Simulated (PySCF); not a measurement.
**Pb²⁺: excitation energy in def2-QZVPPD with ECP60**

Each state of lead is computed at each level; their differences give the excitation energy. How far do the methods differ?

Method: unrestricted determinants in a Gaussian basis, no spin-orbit coupling in the energies. Code: PySCF 2.14.0.

## Step 1: What is computed

```
Element                                   : lead (Z = 82)
Basis                                     : def2-QZVPPD with the def2 core potential (60 electrons) (8s6p5d4f1g, 88 functions)
Hamiltonian                               : scalar relativity through the core potential
State 1                                   : Pb²⁺: [Xe] 4f14 5d9 6s2 6p1, one real determinant (an excited configuration)
Needed too, but not shown                 : Pb²⁺ [Xe] 4f14 5d10 6s2 (1S)
Methods                                   : CCSD(T)
Core shells frozen in the correlated runs : valence and next inner shell: nothing (for Pb²⁺)
```

Outer shells as boxes (Hund's rule):

Pb2+ [Xe] 4f14 5d9 6s2 6p1
```
[Xe] core
4f [↑↓][↑↓][↑↓][↑↓][↑↓][↑↓][↑↓]
5d [↑↓][↑↓][↑↓][↑↓][↑ ]
6s [↑↓]
6p [↑ ][  ][  ]
```

One driver process ran all states and methods and kept the integrals in memory. Each run is shown as a PySCF script that sums up its settings (the driver passes frozen orbitals as a list and adds second-order terms of double hybrids); the logs are those of the runs themselves. The driver starts from symmetry-adapted Hartree-Fock orbitals, holds the occupation by maximum overlap and uses a logarithmic radial grid for functionals, so a plain start would take other cycles.

The integrals over 88 functions and the set-up took 1.3 s of CPU time.

## Step 2: Pb²⁺ [Xe] 4f14 5d9 6s2 6p1: CCSD(T) (valence and next inner shell)

CCSD(T) (valence and next inner shell):

input.py

```python
from pyscf import gto, scf, dft, mp, cc
import basis_set_exchange as bse
txt = bse.get_basis("def2-QZVPPD", elements=["Pb"], fmt="nwchem", header=False)
cut = txt.index("\nECP")
mol = gto.M(atom="Pb 0 0 0", charge=2, spin=2, symmetry="D2h",
            basis=gto.basis.parse(txt[:cut]),
            ecp={"Pb": gto.basis.parse_ecp(txt[cut:])})
mf = scf.UHF(mol)
mf.irrep_nelec = {'Ag': (4, 3), 'B1g': (1, 1), 'B2g': (1, 1), 'B3g': (1, 1), 'B1u': (2, 1), 'B2u': (1, 1), 'B3u': (1, 1)}
mf.kernel()
mycc = cc.CCSD(mf, frozen=0).run()
mycc.ccsd_t()
```

Q: Predict the outcome of this session.

The runs gave:

| quantity | value |
| --- | --- |
| excitation energy, Pb²⁺ → [Xe] 4f14 5d9 6s2 6p1 | UHF 20.761, CCSD(T) (valence and next inner shell) 21.312 eV |

Each level's miss (mean over 1 difference):

| method | mean absolute miss against CCSD(T) (valence and next inner shell) (eV) |
| --- | --- |
| UHF | 0.551 |
| MP2 (valence and next inner shell) | 0.365 |
| SCS-MP2 (valence and next inner shell) | 0.254 |
| CCSD (valence and next inner shell) | 0.009 |
| CCSD(T) (valence and next inner shell) | 0.000 |

**Reading.** The methods span 0.916 eV, from UHF (20.761) to MP2 (valence and next inner shell) (21.677). No reference value is at hand in this session. All values hold for this basis alone; no basis-set limit was taken.
